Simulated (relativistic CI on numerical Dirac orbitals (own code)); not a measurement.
# Re LXIX (Re⁶⁸⁺): levels and lines

Aim: the low levels of Re⁶⁸⁺, their labels and the strongest lines; further runs change one setting each.

Program: relativistic CI on numerical Dirac orbitals (own code) version 2. Level of theory: Dirac-Coulomb-Breit CI, KLI orbitals optimised for each configuration, model QED (radiative potential, 1s self-energy scaled to tabulated hydrogen-like ionisation energies). These are calculated values, not measurements, unless marked.

### 1 The system

```
ion                       : Re⁶⁸⁺ (Re LXIX)
nuclear charge            : 75
electrons                 : 7
isotope                   : A = 187
first configuration typed : [He] 2s2 2p3
```

The outer shells:

first configuration typed
```
[He] core
2s [↑↓]
2p [↑ ][↑ ][↑ ]
```

### 2 CI with the chosen configurations

The run's settings:

```ini
atom Re  Z=75  charge=68  electrons=7
nucleus A=187  rms_radius_fm=5.3698
hamiltonian dirac-coulomb  breit=on  qed=on  c_scale=1
orbitals kli  potential=per-configuration
slater_scale 1
correlation none
mixing on
configurations
  [He] 2s2 2p3
  [He] 2s 2p4
  [He] 2p5
  [He] 2p4 3s
  [He] 2p4 3p
  [He] 2s2 2p2 3s
  [He] 2p4 3d
  [He] 2s2 2p2 3p
  [He] 2s2 2p2 3d
  [He] 2s 2p3 3s
  [He] 2s 2p3 3p
  [He] 2s 2p3 3d
  [He] 2s2 2p2 4s
  [He] 2s2 2p2 4p
  [He] 2s2 2p2 4d
  [He] 2s2 2p2 4f
  [He] 2s2 2p 3s2
  [He] 2s 2p3 4s
  [He] 2s2 2p 3s 3p
  [He] 2s 2p3 4p
  [He] 2s2 2p2 5s
  [He] 2s2 2p 3s 3d
  [He] 2s 2p3 4d
  [He] 2s 2p3 4f
  [He] 2s2 2p 3p2
  [He] 2s2 2p2 5p
  [He] 2s2 2p2 5d
  [He] 2s2 2p2 5f
  [He] 2s2 2p2 5g
  [He] 2s2 2p 3p 3d
  [He] 2s 2p2 3s2
  [He] 2s2 2p 3d2
  [He] 2s 2p2 3s 3p
  [He] 2s 2p2 3s 3d
  [He] 2s 2p2 3p2
  [He] 2s 2p2 3p 3d
end
```

### 3 Without configuration mixing

Settings: those of step 2 with these lines changed.

```diff
@@ -6,3 +6,3 @@
 correlation none
-mixing on
+mixing off
 configurations
```

### 4 The first configuration alone

The run's settings:

```ini
atom Re  Z=75  charge=68  electrons=7
nucleus A=187  rms_radius_fm=5.3698
hamiltonian dirac-coulomb  breit=on  qed=on  c_scale=1
orbitals kli  potential=per-configuration
slater_scale 1
correlation none
mixing on
configurations
  [He] 2s2 2p3
end
```

(Steps that only read results are left out.)

Before running it: what results should come out? Wanted: lowest level; first excitation; lowest level of the other parity; fastest E1 line; ionisation energy.

The runs gave:

| run | time | mean size of shift, levels followed (cm⁻¹) | lowest level | ionisation energy (eV) |
| --- | --- | --- | --- | --- |
| main run | 2.9 s | 0 | 2p3 [2p3/2] J=3/2° | 17121 |
| without configuration mixing | 2.8 s | 17044 | 2p3 [2p3/2] J=3/2° | - |
| the first configuration alone | 0.029 s | 14451 | 2p3 [2p3/2] J=3/2° | - |

The tabulated theoretical ionisation energy (NIST) is 17120 eV.

| quantity | value |
| --- | --- |
| lowest level | 2p3 [2p3/2] J=3/2° |
| first excitation | 2p3 [2p1/2 2p3/2^2] J=3/2°, 1478.55 eV |
| lowest level of the other parity | 2s 2p4 [2s 2p3/2^2] J=5/2, 1833.47 eV |
| levels in the model | 1461 |
| fastest E1 line (by rate) to the lowest level among the lowest 400 of 1461 levels | 0.1104 nm, from 2p2 3d [2p1/2 2p3/2 3d3/2] J=5/2 (ii) |
| ionisation energy | 17121 eV |
| ionisation energy, tabulated theoretical (NIST) | 17120 eV |

2p3 [2p3/2] J=3/2° comes out lowest; its LS label holds 49 % and its jj label 100 %; over the low levels the means are 70 and 100 %, so jj coupling describes them better. The ionisation energy agrees with the tabulated theoretical value within its uncertainty of 50 eV. Of the changes tried, the run «without configuration mixing» moves the low levels most, by 17044 cm⁻¹ on average. Lifetimes count radiative decay inside the model alone.
